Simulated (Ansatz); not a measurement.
**ZrGeSe3: what a guessed cell relaxes into**

Aim: relax a trial structure of ZrGeSe3 and see where it ends.

Program: Ansatz 0.2.0. Level of theory: DFT PBE+D3(BJ), scalar-relativistic, plane waves, PAW. These are calculated values, not measurements.

### 1 The starting structure

It takes space group P3m1 (No. 156, trigonal). Conventional cell: a = 3.731 Å, b = 3.731 Å, c = 38.094 Å, α = 90.00°, β = 90.00°, γ = 120.00°. Zr (site symmetry 3m) has 6 Se at 2.68 to 2.71 Å as nearest neighbours. Around Ge (site symmetry 3m) lie 3 Se at 2.57 Å. Se (site symmetry 3m) has 3 Ge at 2.57 Å as nearest neighbours. Around Se (site symmetry 3m) lie 3 Zr at 2.68 Å. Se (site symmetry 3m) is surrounded by 3 Zr at 2.71 Å.

Structure file:

```
Zr Ge Se
1.0
     3.73110    0.00000    0.00000
    -1.86555    3.23123    0.00000
     0.00000    0.00000   38.09444
Zr Ge Se
1 1 3
Direct
  0.33333 0.66667 0.32130
  0.00000 0.00000 0.21155
  0.33333 0.66667 0.17461
  0.00000 0.00000 0.36314
  0.66667 0.33333 0.27834
```

The start is the relaxed end of an invented cell (made as: two kinds of sheet as a bilayer), taken up again for a closer look.

Only a and b are periodic; c spans vacuum, so the box's volume, pressure and space group aren't properties of the sheet.

### 2 Probe: one point on a coarse mesh

File input.yaml:

```yaml
crystal:
  lattice:
    - [3.731098, 0.0, 0.0]
    - [-1.865549, 3.231226, 0.0]
    - [0.0, 0.0, 38.094443]
  atoms:
    - { symbol: Zr, position: [0.333333, 0.666667, 0.321303] }
    - { symbol: Ge, position: [0.0, 0.0, 0.211553] }
    - { symbol: Se, position: [0.333333, 0.666667, 0.174612] }
    - { symbol: Se, position: [0.0, 0.0, 0.363145] }
    - { symbol: Se, position: [0.666667, 0.333333, 0.278337] }
  periodic: [true, true, false]
basis:
  ecutwfc: 420
kpoints:
  mp_grid: { grid: [6, 6, 1] }
hamiltonian:
  xc: pbe
  dispersion: d3bj
scf:
  occupations: { method: gaussian, width: 0.1 }
  lower_state_search: "off"
output:
  forces: true
  stress: true
  eigenvalues: true
```

The run is started by

```
> ansatz run input.yaml --threads 1 --pin off --max-ram 3072MiB --backend cpu --events-out ev --progress --plain --runs-dir out
```

Further runs follow: spin check on a coarse mesh; relaxation on the finer mesh.

Before running it: what results should come out? Wanted: relaxed cell; area; thickness between outermost nuclei; energy over the elements; gap on the mesh.

**Answer**, as computed:

```
                              quantity                                 value
symmetry at the end (tolerance 0.05 Å)             layer group p3m1 (No. 69)
                          relaxed cell  a = 3.731 Å, b = 3.731 Å, γ = 120.0°
                                  area                          2.41 Å²/atom
    thickness between outermost nuclei                                7.18 Å
              energy over the elements                         -0.84 eV/atom
                       gap on the mesh                          none (metal)
```

What this shows: The layer group p3m1 (No. 69) is kept, at nearly the size of the first guess. A negative formation energy is needed for stability but isn't enough; other structures and compounds were not set against it here. No finished test with a distortion of lower symmetry is shown, so the end may be a saddle point. Other magnetic orders were not searched. The last relaxation has no spin, and with this many d or unpaired electrons a magnetic state may lie lower.

Counted by bands, a gap of 0.03 eV stays open on the mesh in one run that reads as metallic: the smearing reaches across it.
